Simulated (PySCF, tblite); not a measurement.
# C7H10ClNSi: geometry, infrared bands and NMR shifts

Aim: predict the infrared bands and NMR shifts of C7H10ClNSi (`C=CC[Si@H](Cl)/N=C\C#CC`).

Programs: tblite 0.8.0 and PySCF 2.14.0, with density-fitted response routines of our own. Each step states its level of theory. These are calculated values for one molecule in the gas phase, unless marked as measured. Atoms count from 0, in the outputs and in this text.

### 1 Starting geometry

20 atoms, charge 0, multiplicity 1; geometry from: force field or distance geometry start.

Bonds of the start (Å): C0–C1 1.32, C1–C2 1.52, C2–Si3 1.87, Si3–Cl4 2.06, Si3–N5 1.73, N5–C6 1.29, C6–C7 1.44, C7–C8 1.21, C8–C9 1.45, C0–H10 1.09, C0–H11 1.09, C1–H12 1.10, C2–H13 1.09, C2–H14 1.09, Si3–H15 1.46, C6–H16 1.11, C9–H17 1.10, C9–H18 1.10, C9–H19 1.10.

### 2 Optimising the geometry with GFN2-xTB

The job: settings as JSON, then the geometry in Å.

```
{"job": {"kind": "relax", "xc": "GFN2-xTB", "basis": "xTB"}, "charge": 0, "multiplicity": 1}
C     -3.947400     0.937000    -0.653900
C     -2.985700     0.802600     0.244400
C     -2.325100    -0.522400     0.609400
Si    -0.481300    -0.608200     0.328900
Cl     0.180000    -2.480200     0.883100
N      0.239600     0.597200     1.333900
C      1.475300     0.978800     1.267800
C      2.402700     0.411000     0.326000
C      3.183900    -0.065600    -0.459900
C      4.119300    -0.646700    -1.408900
H     -4.351600     0.094200    -1.213600
H     -4.393400     1.912500    -0.850200
H     -2.640300     1.679500     0.807700
H     -2.538900    -0.722100     1.660800
H     -2.808400    -1.322300     0.040800
H     -0.128000    -0.389200    -1.073600
H      1.867100     1.757800     1.948400
H      3.777900    -1.633600    -1.749900
H      5.109400    -0.766400    -0.950600
H      4.239700    -0.003200    -2.287000
```

Command:

```console
OMP_NUM_THREADS=1 python probes_run.py task.json out
```

The driver reads the jobs from task.json and runs them one after another.

**Question.** This job is followed by: GFN2-xTB harmonic vibrations, gas phase; GIAO PBE0/pcSseg-1 NMR shielding, non-relativistic, gas phase. Predict these results of the whole session: strongest single infrared mode (GFN2-xTB); zero-point energy (GFN2-xTB); 13C shifts against TMS (PBE0/pcSseg-1); 1H shifts against TMS (PBE0/pcSseg-1, means over atoms taken as alike); 29Si shifts against TMS (PBE0/pcSseg-1); 35Cl shifts against HCl (PBE0/pcSseg-1); 15N shifts against NH3 (PBE0/pcSseg-1).

**Answer**, as computed:

```
                                                              quantity                                               value
                             strongest single infrared mode (GFN2-xTB)                               1693 cm⁻¹, 373 km/mol
                                          zero-point energy (GFN2-xTB)                                       91.6 kcal/mol
                                13C shifts against TMS (PBE0/pcSseg-1)     161.0, 140.1, 121.4, 102.6, 84.0, 32.7, 5.3 ppm
1H shifts against TMS (PBE0/pcSseg-1, means over atoms taken as alike)  8.34, 5.85, 5.65, 5.36, 5.22, 2.25, 2.20, 1.89 ppm
                               29Si shifts against TMS (PBE0/pcSseg-1)                                           -15.1 ppm
                               35Cl shifts against HCl (PBE0/pcSseg-1)                                              23 ppm
                                15N shifts against NH3 (PBE0/pcSseg-1)                                           412.8 ppm
```

Relaxing lowered the energy by 0.247 eV in 196 steps; the close pair that moved most is C2–Si3, from 1.867 to 1.911 Å. The lowest mode is imaginary (25i cm⁻¹), so the xTB geometry is not a minimum. The strongest single mode, at 1693 cm⁻¹, moves mainly C6 and N5. Unscaled tight-binding wavenumbers are off by several per cent, some by more. Its intensities can rank the bands wrongly. At PBE0/pcSseg-1: The largest span, 736 ppm, is at N5, where the paramagnetic term is -478 ppm.
